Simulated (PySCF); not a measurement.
# C2H7BrO2Si2: magnetic properties

Wanted: magnetic properties for C2H7BrO2Si2 (`O=CCO[SiH2][SiH2]Br`).

Computed with PySCF 2.14.0 and routines of our own; the level stands in each step. Atoms count from 0.

### 1 The starting structure

14 atoms, charge 0, multiplicity 1; geometry from: GFN2-xTB.

### 2 Magnetic properties: GIAO B3LYP/pcSseg-1

What the job is given:

```
{"job": {"kind": "mag", "xc": "B3LYP", "basis": "pcSseg-1", "isotopologues": 2}, "charge": 0, "multiplicity": 1}
O      0.888590    -1.211252    -0.332832
C      1.786945    -0.808550     0.351880
C      1.738871     0.498246     1.080567
O      0.554027     1.171125     0.930921
Si    -0.625280     1.017361    -0.195765
Si    -2.026141    -0.764850     0.166235
Br    -4.129840    -0.063951    -0.115503
H      2.721818    -1.376817     0.488362
H      2.575299     1.113557     0.710700
H      1.923797     0.310036     2.148359
H     -0.098184     1.034897    -1.564800
H     -1.249668     2.307706     0.101383
H     -2.081061    -1.328492     1.520447
H     -1.979851    -1.899489    -0.752071
```

With the program's defaults for keys left out, this is: GIAO B3LYP/pcSseg-1 magnetisability, rotational g tensor and spin-rotation constants, non-relativistic, gas phase.

Command:

```bash
OMP_NUM_THREADS=1 python excited_run.py task.json out
```

One launch serves the whole session: the jobs run in the order shown.

What it wrote:

```text
coarse grid: 58184 points
cycle   1  E = -3383.6230218103  dE = -2.704e-01  |g| = 1.238e+00  |ddm| = 3.487e+00
cycle   2  E = -3382.9832960773  dE =  6.397e-01  |g| = 2.115e+00  |ddm| = 2.498e+00
cycle   3  E = -3383.7957974841  dE = -8.125e-01  |g| = 3.905e-01  |ddm| = 2.055e+00
cycle   4  E = -3383.8178425145  dE = -2.205e-02  |g| = 1.723e-01  |ddm| = 3.473e-01
cycle   5  E = -3383.8228738309  dE = -5.031e-03  |g| = 4.943e-02  |ddm| = 1.655e-01
cycle   6  E = -3383.8232483443  dE = -3.745e-04  |g| = 7.117e-03  |ddm| = 4.102e-02
cycle   7  E = -3383.8232594691  dE = -1.112e-05  |g| = 2.702e-03  |ddm| = 1.056e-02
cycle   8  E = -3383.8232611662  dE = -1.697e-06  |g| = 5.533e-04  |ddm| = 3.107e-03
final grid: 119368 points
cycle   9  E = -3383.8232377746  dE =  1.402e-08  |g| = 9.120e-04  |ddm| = 2.175e-03
cycle  10  E = -3383.8232373731  dE =  4.016e-07  |g| = 1.762e-03  |ddm| = 1.829e-03
cycle  11  E = -3383.8232379064  dE = -5.333e-07  |g| = 2.280e-04  |ddm| = 1.197e-03
cycle  12  E = -3383.8232379151  dE = -8.718e-09  |g| = 1.245e-05  |ddm| = 2.123e-04
cycle  13  E = -3383.8232379152  dE = -3.820e-11  |g| = 4.927e-06  |ddm| = 1.847e-05
converged SCF energy = -3383.8232379152

Magnetisability tensor (1e-30 J/T^2)
    -1424.82       73.87       25.58
       73.87    -1334.03       82.16
       25.58       82.16    -1356.39
isotropic -1371.75   principal values   -1470.39  -1410.74  -1234.10
isotropic susceptibility -82.608 1e-6 cm^3/mol

Inertial axes            a          b          c
rot. const./GHz      3.4180     0.4707     0.4350
chi total           -85.076    -79.348    -83.402
chi diamagnetic    -491.968  -2409.889  -2610.457
chi paramagnetic    406.892   2330.541   2527.055
quadrupole/D A       18.022    -12.411     -5.610
g nuclear            0.5838     0.5085     0.5101
g electronic        -0.6534    -0.5154    -0.5164
g total             -0.0695    -0.0069    -0.0063

Spin-rotation constants (kHz, H = +C I.J)
atom  isotope        aa         bb         cc
  6   79Br        1.168      0.196      0.198
  7     1H        0.213     -0.016     -0.040
  8     1H       -0.083     -0.025     -0.033
  9     1H       -0.372     -0.047      0.024
 10     1H       -0.258     -0.043      0.021
 11     1H       -0.255      0.022     -0.040
 12     1H       -0.309     -0.038      0.020
 13     1H       -0.297      0.011     -0.024
  0    17O*      -2.961     -0.301     -0.085
  1    13C*       1.841      0.233      0.127
  2    13C*       0.845      0.101      0.106
  3    17O*      -0.313     -0.011     -0.016
  4   29Si*      -1.937     -0.301     -0.279
  5   29Si*      -1.875     -0.289     -0.270
* in the singly substituted isotopologue

Isotopologues: g along a, b, c
2H    at 7,8,9,10,11,12    -0.0600    -0.0066    -0.0061
18O   at 0                 -0.0675    -0.0069    -0.0063
```

It took 30 s on 1 thread of Arm Neoverse V2, shared host; peak memory 1 GiB.

In short:

| quantity | value |
| --- | --- |
| magnetisability | -1372·10⁻³⁰ J/T² |
| molar susceptibility | -82.6·10⁻⁶ cm³/mol |
| rotational g (a, b, c) | -0.0695, -0.0069, -0.0063 |

### 3 Magnetic properties: GIAO LDA/6-311G**

The job, as its differences from that of step 2:

```diff
@@ -1,2 +1,2 @@
-{"job": {"kind": "mag", "xc": "B3LYP", "basis": "pcSseg-1", "isotopologues": 2}, "charge": 0, "multiplicity": 1}
+{"job": {"kind": "mag", "xc": "LDA", "basis": "6-311G**", "scf": {"conv": 1e-06}}, "charge": 0, "multiplicity": 1}
 O      0.888590    -1.211252    -0.332832
```

With the program's defaults for keys left out, this is: GIAO LDA/6-311G** magnetisability, rotational g tensor and spin-rotation constants, non-relativistic, gas phase.

What it wrote:

```text
final grid: 119368 points
cycle   1  E = -3376.2090720269  dE = -2.836e+00  |g| = 2.493e+00  |ddm| = 3.114e+00
cycle   2  E = -3374.8430602799  dE =  1.366e+00  |g| = 2.928e+00  |ddm| = 3.980e+00
cycle   3  E = -3375.8441671028  dE = -1.001e+00  |g| = 1.822e+00  |ddm| = 4.210e+00
cycle   4  E = -3376.4337059335  dE = -5.895e-01  |g| = 3.187e-01  |ddm| = 1.126e+00
cycle   5  E = -3376.4239153343  dE =  9.791e-03  |g| = 3.546e-01  |ddm| = 5.123e-01
cycle   6  E = -3376.4474889602  dE = -2.357e-02  |g| = 7.013e-02  |ddm| = 3.355e-01
cycle   7  E = -3376.4481226476  dE = -6.337e-04  |g| = 1.564e-02  |ddm| = 5.405e-02
cycle   8  E = -3376.4481792549  dE = -5.661e-05  |g| = 4.148e-03  |ddm| = 1.549e-02
cycle   9  E = -3376.4481827804  dE = -3.526e-06  |g| = 7.521e-04  |ddm| = 3.702e-03
cycle  10  E = -3376.4481828837  dE = -1.033e-07  |g| = 2.788e-04  |ddm| = 1.224e-03
converged SCF energy = -3376.4481828837

Magnetisability tensor (1e-30 J/T^2)
    -1426.82       85.68       22.32
       85.68    -1330.67       82.04
       22.32       82.04    -1357.73
isotropic -1371.74   principal values   -1482.39  -1405.00  -1227.84
isotropic susceptibility -82.608 1e-6 cm^3/mol

Inertial axes            a          b          c
rot. const./GHz      3.4180     0.4707     0.4350
chi total           -85.184    -79.226    -83.414
chi diamagnetic    -490.494  -2409.698  -2609.645
chi paramagnetic    405.310   2330.472   2526.230
quadrupole/D A       16.921    -11.335     -5.587
g nuclear            0.5838     0.5085     0.5101
g electronic        -0.6508    -0.5153    -0.5163
g total             -0.0670    -0.0069    -0.0062

Spin-rotation constants (kHz, H = +C I.J)
atom  isotope        aa         bb         cc
  6   79Br        1.389      0.204      0.227
  7     1H        0.240     -0.015     -0.039
  8     1H       -0.077     -0.025     -0.032
  9     1H       -0.372     -0.047      0.026
 10     1H       -0.245     -0.042      0.022
 11     1H       -0.242      0.023     -0.039
 12     1H       -0.304     -0.038      0.020
 13     1H       -0.291      0.011     -0.024
  0    17O*      -2.984     -0.292     -0.083
  1    13C*       1.882      0.228      0.127
  2    13C*       0.855      0.099      0.105
  3    17O*      -0.345     -0.009     -0.016
  4   29Si*      -2.003     -0.317     -0.292
  5   29Si*      -1.885     -0.298     -0.277
* in the singly substituted isotopologue
```

Run time: 25 s. Hardware: 1 thread of Arm Neoverse V2, shared host; peak memory 0.74 GiB.

Key values:

| quantity | value |
| --- | --- |
| magnetisability | -1372·10⁻³⁰ J/T² |
| molar susceptibility | -82.6·10⁻⁶ cm³/mol |
| rotational g (a, b, c) | -0.0670, -0.0069, -0.0062 |

### 4 The levels compared

| level | ξ (10⁻³⁰ J/T²) | g(a) | g(b) | gap (eV) | functions | time |
| --- | --- | --- | --- | --- | --- | --- |
| GIAO B3LYP/pcSseg-1 | -1372 | -0.0695 | -0.0069 | 5.17 | 192 | 30 s |
| GIAO LDA/6-311G** | -1372 | -0.0670 | -0.0069 | 3.17 | 210 | 25 s |

### 5 What came out

| quantity | value |
| --- | --- |
| magnetisability (step 2, GIAO B3LYP/pcSseg-1) | -1372·10⁻³⁰ J/T² |
| molar susceptibility (step 2, GIAO B3LYP/pcSseg-1) | -82.6·10⁻⁶ cm³/mol |
| rotational g (a, b, c) (step 2, GIAO B3LYP/pcSseg-1) | -0.0695, -0.0069, -0.0063 |
| magnetisability over the levels | -1372 to -1372·10⁻³⁰ J/T² |

**Reading.** Steps that list no spin-orbit terms leave them out, which matters at and beside the heavy atoms. The magnetisability spreads by 0.0 % over 2 levels of like cost. Two levels can agree by chance, so this spread shows no convergence. Vibrational averaging and real surroundings are missing from these values.
